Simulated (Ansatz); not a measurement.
# Ti3O4: the cost of one run

Computed with Ansatz 0.2.0 (DFT LDA, scalar-relativistic, plane waves, PAW, unless a step's input says otherwise).

3 further runs of the same task are left out: 3 set aside as unsound or not needed.

### Step 1. The system as given

Symmetry: I4/mmm, No. 139, tetragonal system. The conventional cell has a = 4.063 Å, b = 4.063 Å, c = 8.033 Å, α = 90.00°, β = 90.00°, γ = 90.00°. Ti (site symmetry -4m2) is surrounded by 6 O at 2.01 to 2.03 Å. Ti (site symmetry 4/mmm) has 6 O at 2.03 to 2.06 Å in its first shell of neighbours. Around O (site symmetry mmm) lie 4 Ti at 2.01 to 2.03 Å. O (site symmetry 4mm) has 5 Ti at 2.03 to 2.06 Å in its first shell of neighbours.

Coordinates:

```cif
data_structure
_symmetry_space_group_name_H-M 'I4/mmm'
_symmetry_Int_Tables_number 139
_cell_length_a 4.0629
_cell_length_b 4.0629
_cell_length_c 8.0326
_cell_angle_alpha 90.000
_cell_angle_beta 90.000
_cell_angle_gamma 90.000
_cell_volume 132.60
loop_
_atom_site_label
_atom_site_type_symbol
_atom_site_symmetry_multiplicity
_atom_site_Wyckoff_symbol
_atom_site_fract_x
_atom_site_fract_y
_atom_site_fract_z
_atom_site_occupancy
Ti1 Ti 4 d 0.50000 0.00000 0.25000 1
Ti2 Ti 2 b 0.50000 0.50000 0.00000 1
O1 O 4 c 0.50000 0.00000 0.00000 1
O2 O 4 e 0.00000 0.00000 0.24294 1
```

It goes back to an entry of the Materials Project, which need not be the stable form.

It is the result of an earlier relaxation at this level (volume 9.47 Å³/atom; gap on the mesh: none (metal)).

### Step 2. Dielectric function

File input.yaml:

```yaml
crystal:
  lattice:
    - [-2.0314629928, 2.0314629928, 4.0163124828]
    - [2.0314629928, -2.0314629928, 4.0163124828]
    - [2.0314629928, 2.0314629928, -4.0163124828]
  atoms:
    - { symbol: Ti, position: [0.25, 0.75, 0.5] }
    - { symbol: Ti, position: [0.5, 0.5, 0.0] }
    - { symbol: Ti, position: [0.75, 0.25, 0.5] }
    - { symbol: O, position: [0.0, 0.5, 0.5] }
    - { symbol: O, position: [0.2429425178, 0.2429425178, 0.0] }
    - { symbol: O, position: [0.5, 0.0, 0.5] }
    - { symbol: O, position: [0.7570574822, 0.7570574822, 0.0] }
basis:
  ecutwfc: 420
kpoints:
  mp_grid: { grid: [12, 12, 12] }
hamiltonian:
  xc: lda
scf:
  occupations: { method: fermi_dirac, width: 0.15 }
  n_extra_bands: 28
output:
  eigenvalues: true
  optics: { e_range: [0, 14], sigma: 0.1, nscf_kmesh: { grid: [20, 20, 20] } }
checkpoint:
  read: start.run
  write: ck
  compress: false
  write_wavefunctions: false
  write_every: 100000
```

The run is started by

```sh
> ansatz run input.yaml --threads 2 --pin off --max-ram 6144MiB --backend cpu --events-out ev --progress --plain --runs-dir out
```

What time and memory should one allow on 2 threads of Arm Neoverse V1, shared host?

About 14 min, with a peak of 4.3 GiB.
